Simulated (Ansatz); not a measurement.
# K16C: the cost of one run

Program: Ansatz 0.2.0. Level of theory: DFT LDA, plane waves, PAW, scalar-relativistic, no spin polarisation. These are calculated values, not measurements.

## (1) Starting point

The cell holds 17 atoms (CK16): a = 10.460 Å, b = 10.460 Å, c = 10.460 Å, α = 90.00°, β = 90.00°, γ = 90.00°.

The coordinates stand in the first input below.

## (2) Relaxing end A

The input, input.yaml:

```yaml
crystal:
  lattice:
    - [10.46, 0.0, 0.0]
    - [0.0, 10.46, 0.0]
    - [0.0, 0.0, 10.46]
  atoms:
    - { symbol: K, position: [0.0, 0.0, 0.0] }
    - { symbol: K, position: [0.5, 0.0, 0.0] }
    - { symbol: K, position: [0.0, 0.5, 0.0] }
    - { symbol: K, position: [0.0, 0.0, 0.5] }
    - { symbol: K, position: [0.25, 0.25, 0.25] }
    - { symbol: K, position: [0.5, 0.5, 0.0] }
    - { symbol: K, position: [0.5, 0.0, 0.5] }
    - { symbol: K, position: [0.75, 0.25, 0.25] }
    - { symbol: K, position: [0.0, 0.5, 0.5] }
    - { symbol: K, position: [0.25, 0.75, 0.25] }
    - { symbol: K, position: [0.25, 0.25, 0.75] }
    - { symbol: K, position: [0.5, 0.5, 0.5] }
    - { symbol: K, position: [0.75, 0.75, 0.25] }
    - { symbol: K, position: [0.75, 0.25, 0.75] }
    - { symbol: K, position: [0.25, 0.75, 0.75] }
    - { symbol: K, position: [0.75, 0.75, 0.75] }
    - { symbol: C, position: [-0.0050703, 0.2441631, 0.1213119] }
basis:
  ecutwfc: 420.0
kpoints:
  mp_grid: { grid: [2, 2, 2] }
hamiltonian:
  xc: lda
scf:
  occupations: { method: gaussian, width: 0.1 }
  lower_state_search: "off"
relax:
  f_tol: 0.03
  max_steps: 60
  adjacent_minimum: "off"
```

Run with:

```console
$ ansatz run input.yaml --threads 4 --pin off --max-ram 10240MiB --backend cpu --events-out ev --progress --plain --runs-dir out
```

What time and memory should one allow on 4 threads of Intel Xeon 6975P-C (Granite Rapids), shared host?

About 48 s, with a peak of 2.4 GiB.
